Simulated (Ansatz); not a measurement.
## CH7BrSi2, SMILES C[SiH2][SiH2]Br: an atomisation energy, step by step

Program: Ansatz 0.2.0 through its Python package.

Run as a notebook:

In [1]:
```python
from collections import Counter

import ansatz as az


def single_point(molecule, charge=0, unpaired=0):
    calc = molecule.calculation().basis(gaussian="6-31G*").functional("r2scan0")
    if charge:
        calc = calc.charge(charge)
    if unpaired:
        calc = calc.spin("collinear", total=unpaired)
    return calc.run().report["free_energy_ev"]

geometry_ang = [
    ("C", [-0.9444, 1.3048, 0.1113]),
    ("Si", [-0.2592, -0.1679, 0.8567]),
    ("Si", [1.1825, -1.1344, -0.6436]),
    ("Br", [0.2371, -1.6638, -2.5092]),
    ("H", [-0.2205, 2.074, -0.1821]),
    ("H", [-1.6846, 1.8518, 0.7933]),
    ("H", [-1.5268, 1.1137, -0.8058]),
    ("H", [-1.2977, -1.1039, 1.2173]),
    ("H", [0.4604, 0.2207, 2.1543]),
    ("H", [2.3123, -0.1843, -0.9407]),
    ("H", [1.8063, -2.3677, -0.0308]),
]
mol = az.Crystal.molecule()
for symbol, xyz in geometry_ang:
    mol = mol.atom(symbol, xyz)

unpaired = {"C": 2, "Si": 2, "Br": 1, "H": 1}
counts = Counter(site.symbol for site in mol.cartesian_sites)
atom_energy = {s: single_point(az.Crystal.molecule().atom(s, (0, 0, 0)), 0, unpaired[s]) for s in counts}
whole = single_point(mol, 0, 0)
for s, e in atom_energy.items():
    print(f"{s:2s} x{counts[s]}  {e:14.5f} eV")
print(f"CH7BrSi2: {whole:.5f} eV")
split = sum(counts[s] * e for s, e in atom_energy.items()) - whole
print(f"atomisation energy (no zero-point term): {96.485332 * split:.1f} kJ/mol, {split / sum(counts.values()):.3f} eV an atom")
```
```text
C  x1     -1029.18038 eV
Si x2     -7872.81705 eV
Br x1    -70036.30508 eV
H  x7       -13.55743 eV
CH7BrSi2: -86941.66496 eV
atomisation energy (no zero-point term): 3439.1 kJ/mol, 3.240 eV an atom
```

3439.1 kJ/mol from the electronic energies, without the zero-point term.

Caveats:
- The settings weren't tested for convergence.
- The geometry is a force-field or estimated start, not a minimum of this method, and the basis set is short of its limit. All parts are taken at fixed geometry, without zero-point energy.
- The spin-orbit lowering of heavy atoms is left out.
- Finished in 8.9 s on 1 thread of Intel(R) Xeon(R) Platinum 8488C (Sapphire Rapids), on a shared host, peak memory 0.32 GiB.

(Lines on the test bed's own set-up are left out of the output.)
